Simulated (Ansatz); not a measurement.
# CH5ClGeO: the cost of one run

All numbers below are computed with Ansatz 0.2.0 (RHF/def2-SVP).

### Step 1. The starting structure

Bond lengths: Ge1–C2 1.960 Å, C2–H3 1.110 Å, C2–H4 1.110 Å, C2–H5 1.110 Å, Ge1–Cl6 2.220 Å, Ge1–H7 1.549 Å, Ge1–O8 1.769 Å, O8–H9 1.010 Å. Angles: Ge1–C2–H3 109.5°, Ge1–C2–H4 109.5°, Ge1–C2–H5 109.5°, H3–C2–H4 109.4°, H3–C2–H5 109.4°, H4–C2–H5 109.4°, C2–Ge1–Cl6 109.5°, C2–Ge1–H7 109.5°, C2–Ge1–O8 109.5°, Cl6–Ge1–H7 109.5°, Cl6–Ge1–O8 109.5°, H7–Ge1–O8 109.5°, Ge1–O8–H9 109.5°.

As a file:

```xyz
9

Ge    0.0000    0.0000    0.0000
C     0.0000    0.0000    1.9600
H    -0.9996   -0.3092    2.3305
H     0.7676   -0.7111    2.3305
H     0.2320    1.0203    2.3305
Cl    2.0935    0.0000   -0.7393
H    -0.7300    1.2648   -0.5162
O    -0.8337   -1.4443   -0.5894
H    -1.2883   -1.9100    0.1830
```

### Step 2. Preparing the start

Contents of input.yaml:

```yaml
crystal:
  periodic: [false, false, false]
  atoms:
    - { symbol: Ge, position_ang: [0.0, 0.0, 0.0] }
    - { symbol: C, position_ang: [0.0, 0.0, 1.96] }
    - { symbol: H, position_ang: [-0.9996, -0.3092, 2.3305] }
    - { symbol: H, position_ang: [0.7676, -0.7111, 2.3305] }
    - { symbol: H, position_ang: [0.232, 1.0203, 2.3305] }
    - { symbol: Cl, position_ang: [2.0935, 0.0, -0.7393] }
    - { symbol: H, position_ang: [-0.73, 1.2648, -0.5162] }
    - { symbol: O, position_ang: [-0.8337, -1.4443, -0.5894] }
    - { symbol: H, position_ang: [-1.2883, -1.91, 0.183] }
basis:
  gaussian: { orbitals: def2-SVP }
hamiltonian:
  xc: hf
relax:
  f_tol: 0.02
  max_steps: 40
output:
  orbitals: {}
```

Started as:

```sh
ansatz run input.yaml --threads 1 --pin off --max-ram 2048MiB --backend cpu --events-out ev --progress --plain --runs-dir out
```

**Question.** How long does this run take on 1 thread of Arm Neoverse N1, shared host, and how much memory does it need?

About 72 s, with a peak of 0.22 GiB.
